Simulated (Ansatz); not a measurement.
**CH6AlN3O: how energies converge with the basis set**

Aim: see how fast density functionals converge with the basis set for CH6AlN3O.

The runs use Ansatz 0.2.0, Gaussian basis; one geometry, several basis sets.

Levels to be run: PBE0-D4/def2-SVP; ωB97M-V/def2-SVP; PBE0-D4/def2-QZVPP; ωB97M-V/def2-QZVPP; the functionals' def2-TZVPP values are taken from earlier runs.

## Step 1: Structure used throughout

All runs share one geometry, relaxed beforehand with PBE0-D4/def2-TZVP.

SMILES `N=[C](O)[Al]([NH2])[NH2]`, 12 atoms, charge 0, spin multiplicity 1.

Atoms are counted from 1 here; the program's logs count them from 0.

Bond lengths: N1–C2 1.268 Å, N1–H7 1.027 Å, C2–O3 1.360 Å, C2–Al4 1.981 Å, O3–H8 0.969 Å, Al4–N5 1.759 Å, Al4–N6 1.764 Å, N5–H9 1.007 Å, N5–H10 1.005 Å, N6–H11 1.006 Å, N6–H12 1.007 Å. Angles: C2–N1–H7 113.6°, N1–C2–O3 125.5°, N1–C2–Al4 116.7°, O3–C2–Al4 117.8°, C2–O3–H8 109.5°, C2–Al4–N5 116.3°, C2–Al4–N6 119.2°, N5–Al4–N6 124.5°, Al4–N5–H9 120.8°, Al4–N5–H10 128.1°, H9–N5–H10 111.1°, Al4–N6–H11 127.0°, Al4–N6–H12 122.7°, H11–N6–H12 110.3°.

Coordinates:

```
N    -0.30717   -2.14340    0.12280
C     0.43175   -1.18368   -0.25338
O     1.62340   -1.30860   -0.89743
Al   -0.21838    0.64651    0.13836
N    -1.76998    0.76263    0.95887
N     0.76497    2.02994   -0.34220
H     0.07416   -3.06991   -0.10311
H     1.82471   -2.24786   -1.02642
H    -2.28394   -0.06661    1.21030
H    -2.26282    1.59208    1.24026
H     0.55071    3.00270   -0.20152
H     1.64969    1.93089   -0.81273
```

## Step 2: PBE0-D4 in def2-SVP

Contents of in.yaml:

```yaml
crystal:
  periodic: [false, false, false]
  atoms:
    - {symbol: N, position_ang: [-0.307170, -2.143396, 0.122798]}
    - {symbol: C, position_ang: [0.431755, -1.183681, -0.253377]}
    - {symbol: O, position_ang: [1.623398, -1.308597, -0.897435]}
    - {symbol: Al, position_ang: [-0.218377, 0.646509, 0.138360]}
    - {symbol: N, position_ang: [-1.769978, 0.762629, 0.958871]}
    - {symbol: N, position_ang: [0.764975, 2.029943, -0.342195]}
    - {symbol: H, position_ang: [0.074157, -3.069909, -0.103111]}
    - {symbol: H, position_ang: [1.824710, -2.247856, -1.026416]}
    - {symbol: H, position_ang: [-2.283943, -0.066607, 1.210299]}
    - {symbol: H, position_ang: [-2.262823, 1.592080, 1.240258]}
    - {symbol: H, position_ang: [0.550709, 3.002700, -0.201516]}
    - {symbol: H, position_ang: [1.649688, 1.930887, -0.812735]}
basis:
  gaussian: {orbitals: def2-SVP}
hamiltonian: {xc: pbe0, dispersion: d4}
output: {orbitals: {seedname: orbitals}}
```

After this run come: ωB97M-V in def2-SVP; PBE0-D4 in def2-QZVPP; ωB97M-V in def2-QZVPP.

Before running them: what should the planned runs give, taken together? Wanted: PBE0-D4: double and triple zeta above quadruple; ωB97M-V: double and triple zeta above quadruple.

As calculated:

| quantity | value |
| --- | --- |
| PBE0-D4: double and triple zeta above quadruple | 12.27, 0.67 eV |
| ωB97M-V: double and triple zeta above quadruple | 12.51, 0.64 eV |

**Reading.** For PBE0-D4 the step from double to triple zeta gains 11.59 eV and the next only 0.67 eV. Total energies overstate the basis error of differences, where much of it tends to cancel. The LUMO of ωB97M-V is positive and keeps falling with the basis (2.14 to 1.21 eV): an unbound level that the basis holds in place.
